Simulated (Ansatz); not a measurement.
Crystal: Sc3Te.

```
Sc Te
1.0
     0.00000    3.56950    3.56950
     3.56950    0.00000    3.56950
     3.56950    3.56950    0.00000
Sc Te
3 1
Direct
  0.25000 0.25000 0.25000
  0.75000 0.75000 0.75000
  0.50000 0.50000 0.50000
  0.00000 0.00000 0.00000
```

The cell was built by a generator and needn't be a form met in nature.

| Property | Result |
| --- | --- |
| Program | Ansatz 0.2.0 |
| Task | relaxation of cell and atoms |
| Functional | PBE |
| Dispersion | D4 |
| Potentials or basis | Ansatz PAW |
| Cutoff | 420 eV (not typed: the program's choice for these potentials) |
| k mesh | 5 × 5 × 5 |
| Occupations | fermi-dirac, width 0.05 eV |
| Spin | no spin polarisation |

At the start: volume 22.74 Å³/atom.

**Question.** Where does the relaxation end?

**Answer.** It ends after 5 steps and the volume is 21.71 Å³/atom (-4.5 %); space group Fm-3m (No. 225, to 0.05 Å).

Step by step:
```csv
step,energy change (eV),largest force (eV/Å),volume (Å³)
1,0.0000,0.0000,90.96
2,-0.0314,0.0000,85.32
3,-0.0365,0.0000,86.96
4,-0.0365,0.0000,86.84
5,-0.0358,0.0000,86.84
```

Final structure:
```
Sc Te
1.0
     0.00000    3.51481    3.51481
     3.51481    0.00000    3.51481
     3.51481    3.51481    0.00000
Sc Te
3 1
Direct
  0.25000 0.25000 0.25000
  0.75000 0.75000 0.75000
  0.50000 0.50000 0.50000
  0.00000 0.00000 0.00000
```

Caveat: the plane-wave basis is chosen anew once the cell has moved, so the energies of steps on either side of that aren't comparable; pairwise dispersion overbinds metals, which lowers pressure and volume.
